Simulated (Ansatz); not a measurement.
## InRh, space group Pm-3m: cell relaxations under several functionals, step by step

Program: Ansatz 0.2.0 through its Python package.

The cells in order, each with its output:

```python
import ansatz
import numpy as np
```

```python
def edges_and_angles(cell):
    cell = np.asarray(cell)
    a, b, c = np.linalg.norm(cell, axis=1)
    cosines = cell[1] @ cell[2] / (b * c), cell[0] @ cell[2] / (a * c), cell[0] @ cell[1] / (a * b)
    return (a, b, c, *np.degrees(np.arccos(cosines)))

xtal = (
    ansatz.Lattice.cubic(3.196)
    .space_group(221)
    .atom("In", [0.5, 0.5, 0.5])
    .atom("Rh", [0.0, 0.0, 0.0])
)
```

```python
len(xtal.resolved().sites)
```

    2

```python
job = (
    xtal.calculation()
    .basis(28 * ansatz.Ry, density_ratio=8)
    .kpoints(density=4.3)
    .occupations("cold", width=0.1)
    .scf(tolerance=1e-05, max_iterations=60, lower_state_search="off")
    .relax(cell=True, max_steps=100)
)
```

```python
levels = [("blyp", "d3bj"), ("pbesol", "none"), ("pbesol", "d3bj")]
print("level            a       b       c    alpha   beta  gamma  V/atom  steps")
for name, dispersion in levels:
    seen = []
    run = job.functional(name, dispersion=dispersion).session().plan()
    outcome = run.execute(on_event=lambda e: seen.append(e) if e["event"] == "relax_step" else None)
    cell = outcome.lattice.cell_ang
    label = name if dispersion == "none" else f"{name}+{dispersion}"
    print("{:13s} {:7.4f} {:7.4f} {:7.4f} {:6.2f} {:6.2f} {:6.2f}".format(label, *edges_and_angles(cell)), f"{abs(np.linalg.det(cell)) / len(outcome.lattice.sites):7.3f} {len(seen):5d}")
```

    level            a       b       c    alpha   beta  gamma  V/atom  steps
    DeckWarning: basis.ecutwfc = 380.959407443832 eV is below the records' recommended 420 eV, and the density's cutoff is lower with it unless basis.ecutrho_ratio is high enough to keep the records' density cutoff: compare with a run at a higher cutoff
    DeckWarning: scf.convergence.dr2_threshold = 1e-5 eV is looser than this run's default, which is 1e-7 eV or tighter. The error in the forces grows as the threshold's square root, so leave the key out unless less accurate forces are enough
    DeckWarning: relax.cell: scf.convergence.dr2_threshold = 1e-5 eV is looser than the 2e-10 eV advised for a relaxation that steers and ends on the stress (1e-10 eV for each atom of the cell: 2). What an SCF threshold leaves in a stress goes as its square root, [...]
    blyp+d3bj      3.2063  3.2063  3.2063  90.00  90.00  90.00  16.481     4
    pbesol         3.1891  3.1891  3.1891  90.00  90.00  90.00  16.217     4
    pbesol+d3bj    3.1564  3.1564  3.1564  90.00  90.00  90.00  15.724     5

From smallest to largest: PBEsol+D3BJ (15.72 Å³ an atom, -3.7 % against the start), PBEsol (16.22 Å³ an atom, -0.6 % against the start) and BLYP+D3BJ (16.48 Å³ an atom, +1.0 % against the start). The spread is 4.8 % in volume.

What to keep in mind:
- The settings weren't tested for convergence.
- The cutoff lies under the one recommended for these potentials.
- The run is spin-unpolarised.
- Forces vanish by symmetry, so the ions can't move, and the end may be a saddle.
- BLYP and dispersion corrections can be off by several per cent in the lattices of metals, and by several GPa in the pressure at a fixed cell.
- For a metal this k-point mesh is coarse: on a finer one energies can move by several to tens of meV an atom and pressures by half a GPa or more, differences at one mesh by less.
- The structure is a deposited one; some such entries were measured under pressure or heat, so a shift against it needn't be the functional's error alone.
- Warnings are shown shortened and without file and line.
- Timing: 14 s on 1 thread of Arm Neoverse V1 (shared host), peak memory 0.42 GiB.
